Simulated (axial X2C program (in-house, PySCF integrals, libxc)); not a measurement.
# A two-component session on SnH⁻: properties at the nuclei

Wanted for SnH⁻: properties at the nuclei, at the two-component level.

The runs use an in-house X2C program for linear molecules on PySCF integrals; two-component X2C with atomic mean-field terms, Sn dyall-acv3z, H dyall-av3z.

All values are calculated.

## (1) Input

task.json

```json
{"zs": [50, 1], "q": -1, "bas": ["dyall-acv3z", "dyall-av3z"], "r0": 1.72, "levels": ["PBE0", "HF", "TPSSh", "BHandHLYP", "r2SCAN"], "nst": 3}
```

Keys: zs atomic numbers; q charge; bas basis sets; r0 starting distance in Å; levels methods (HF also brings MP2); nst determinants followed.

Started as:

```bash
$ python soeom.py task.json out
```

The runs that follow: Expectation values, lowest determinant; Expectation values, a higher determinant; Expectation values, a higher determinant.

**Question.** What will these runs give? Wanted: lowest determinant; Eeff magnitude; Ws magnitude Sn; A∥/gI Sn; qzz Sn; higher determinant; qzz H (for each run or level that gives them).

**Answer**, as computed:

```
                                        quantity                                            value
                              lowest determinant  Ω = 1 (excess of +ω over −ω: ω = -1/2, ω = 3/2)
                    Eeff magnitude (GV/cm), PBE0                                            0.671
                     Ws magnitude Sn (kHz), PBE0                                            0.361
                            A∥/gI Sn (MHz), PBE0                                             -727
                             qzz Sn (a.u.), PBE0                                            -1.92
                              higher determinant                             Ω = 0 (closed shell)
         qzz Sn (a.u.), PBE0, higher determinant                                            -1.85
          qzz H (a.u.), PBE0, higher determinant                                             0.08
                              higher determinant   Ω = 2 (excess of +ω over −ω: ω = 1/2, ω = 3/2)
Eeff magnitude (GV/cm), PBE0, higher determinant                                             1.27
 Ws magnitude Sn (kHz), PBE0, higher determinant                                             0.36
        A∥/gI Sn (MHz), PBE0, higher determinant                                              604
         qzz Sn (a.u.), PBE0, higher determinant                                            -2.36
```

In the first state, the effective field runs from 0.421 to 2.68 GV/cm over the mean-field levels, so the levels don't agree on it. The expectation values come from single determinants, which for open shells can mix terms of unlike spin or miss the lowest Ω, so a determinant need not be a state. Eeff is the effective electric field on the electron dipole moment in this Ω state and Ws the scalar–pseudoscalar constant (defined with the proton number Z and per Ω); A∥ is the parallel hyperfine constant, which follows by multiplying with the nuclear g factor gI = μI/(I μN); qzz is the electric field gradient, eQq0 = 234.96 MHz × Q/barn × qzz. The operators were transformed with the bare-nucleus X2C matrices.
